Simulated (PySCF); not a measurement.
# B2BrH5O2Si: the cost of one run

The runs use PySCF 2.14.0, with density-fitted response routines of our own; the level of theory stands in each step. All values are computed, except where a source is named. Atoms count from 0, in the outputs and in this text.

### Step 1. Starting geometry

11 atoms, charge 0, multiplicity 1; geometry from: GFN2-xTB. The atoms were then displaced at random by about 0.01 Å, so the start is not that level's minimum.

Bonds of the start (Å): B0–O1 1.34, O1–B2 1.32, B2–Br3 1.90, B2–O4 1.30, O4–Si5 1.63, B0–H6 1.15, B0–H7 1.20, Si5–H8 1.48, Si5–H9 1.45, Si5–H10 1.46.

### Step 2. Geometry optimisation at PBE0-D3(BJ)/def2-SVP

What the job is given:

```
{"job": {"xc": "PBE0", "basis": "def2-SVP", "d3": "d3bj", "grid": 1, "shake": 0.01, "kind": "geom"}, "charge": 0, "multiplicity": 1}
B      2.764270    -0.466880     0.427090
O      1.499300    -0.356020     0.009190
B      0.248410    -0.303070    -0.422930
Br    -0.050580    -1.091560    -2.125740
O     -0.722680     0.249280     0.249980
Si    -2.298910     0.654340     0.398690
H      3.075940    -1.385790     1.050370
H      3.514470     0.423860     0.142060
H     -2.563570     0.326540     1.816850
H     -2.330490     2.071790     0.092200
H     -3.098060    -0.148330    -0.524680
```

Launch:

```bash
$ OMP_NUM_THREADS=1 python probes_run.py task.json out
```

The driver reads the jobs from task.json and runs them one after another.

Q: Estimate the wall time and peak memory of this first job on 1 thread of Arm Neoverse V1, shared host.

About 2.1 min, with a peak of 0.55 GiB.
